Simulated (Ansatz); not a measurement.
# Y (Y, dhcp): the cost of one run

Computed with Ansatz 0.2.0 (DFT PBE, plane waves (420 eV) with PAW, scalar-relativistic, unless a step says otherwise).

## 1. The starting structure

The structure is hexagonal, space group P6_3/mmc (No. 194). The conventional cell has a = 3.601 Å, b = 3.601 Å, c = 11.760 Å, α = 90.00°, β = 90.00°, γ = 120.00°. Y (site symmetry -3m) has 12 Y at 3.60 Å as nearest neighbours. Y (site symmetry -6m2) is surrounded by 12 Y at 3.60 Å.

As a file:

```
CELL_PARAMETERS angstrom
3.60075 0.00000 0.00000
-1.80038 3.11834 0.00000
0.00000 0.00000 11.76006
ATOMIC_POSITIONS crystal
Y 0.00000 0.00000 0.00000
Y 0.00000 0.00000 0.50000
Y 0.33333 0.66667 0.25000
Y 0.66667 0.33333 0.75000
```

The atoms start with moments of +1 ×4 μB.

## 2. Geometry optimisation

Input file input.yaml:

```yaml
crystal:
  lattice:
    - [3.600754646, 0.0, 0.0]
    - [-1.800377323, 3.1183449962, 0.0]
    - [0.0, 0.0, 11.7600646738]
  atoms:
    - { symbol: "Y", position: [0.0, 0.0, 0.0], spin: 1.0 }
    - { symbol: "Y", position: [0.0, 0.0, 0.5], spin: 1.0 }
    - { symbol: "Y", position: [0.3333333333, 0.6666666667, 0.25], spin: 1.0 }
    - { symbol: "Y", position: [0.6666666667, 0.3333333333, 0.75], spin: 1.0 }
hamiltonian:
  xc: pbe
  pseudopotentials:
    kind: paw
    azcp:
      "Y": "pseudopotentials/Y.paw.azcp"
basis:
  ecutwfc: 420
  fft_grid_basis: typed
kpoints:
  mp_grid: { grid: [10, 10, 3], shift: [0, 0, 0] }
magnetization:
  spin_polarized: true
scf:
  occupations: { method: fermi_dirac, width: 0.05 }
relax:
  max_steps: 60
  f_tol: 0.01
  cell: {}
```

Launch:

```bash
> ansatz run input.yaml --threads 2 --pin off --max-ram 6144MiB --backend cpu --events-out ev --progress --plain --runs-dir out
```

What time and memory should one allow on 2 threads of Arm Neoverse V2, shared host?

About 27 s, with a peak of 0.47 GiB.
